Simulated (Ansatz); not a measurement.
# BrH3Si: the cost of one run

The runs use Ansatz 0.2.0, Gaussian basis; PBE0-D4/def2-SVP.

### 1 The starting structure

The start, a first-order saddle point found at PBE0-D4 in triple zeta: 5 atoms, charge 0, spin multiplicity 1.

Atoms are counted from 1 here; the program's logs count them from 0.

Bond lengths: Si1–H4 1.518 Å, Si1–H5 1.518 Å, Br2–H3 1.449 Å. Angles: H4–Si1–H5 94.6°.

Coordinates:

| atom | x (Å) | y (Å) | z (Å) |
| --- | --- | --- | --- |
| Si1 | 0.2779 | 0.9427 | 0.0749 |
| Br2 | -0.6531 | -1.6095 | -0.5875 |
| H3 | -0.7134 | -0.4684 | -1.4791 |
| H4 | -0.4632 | 0.8310 | 1.3947 |
| H5 | 1.5518 | 0.3040 | 0.5970 |

### 2 Dynamics

Contents of md/in.yaml:

```yaml
crystal:
  periodic: [false, false, false]
  atoms:
    - {symbol: Si, position_ang: [0.277913, 0.942695, 0.074919]}
    - {symbol: Br, position_ang: [-0.653114, -1.609469, -0.587479]}
    - {symbol: H, position_ang: [-0.713436, -0.468372, -1.479130]}
    - {symbol: H, position_ang: [-0.463175, 0.831012, 1.394713]}
    - {symbol: H, position_ang: [1.551812, 0.304034, 0.596977]}
basis:
  gaussian: {orbitals: def2-SVP}
hamiltonian: {xc: pbe0, dispersion: d4}
md: {n_steps: 80, timestep: 1.0, temperature: 200, ensemble: nvt_nose_hoover, seed: 352, initial_velocities: maxwell_boltzmann}
```

On the command line:

```sh
$ ansatz run in.yaml --threads 2 --pin off --events-out ev --progress --plain --max-ram 4352MiB
```

**Question.** How long does this run take on 2 threads of Intel Xeon 6975P-C, shared host?

About 39 s.
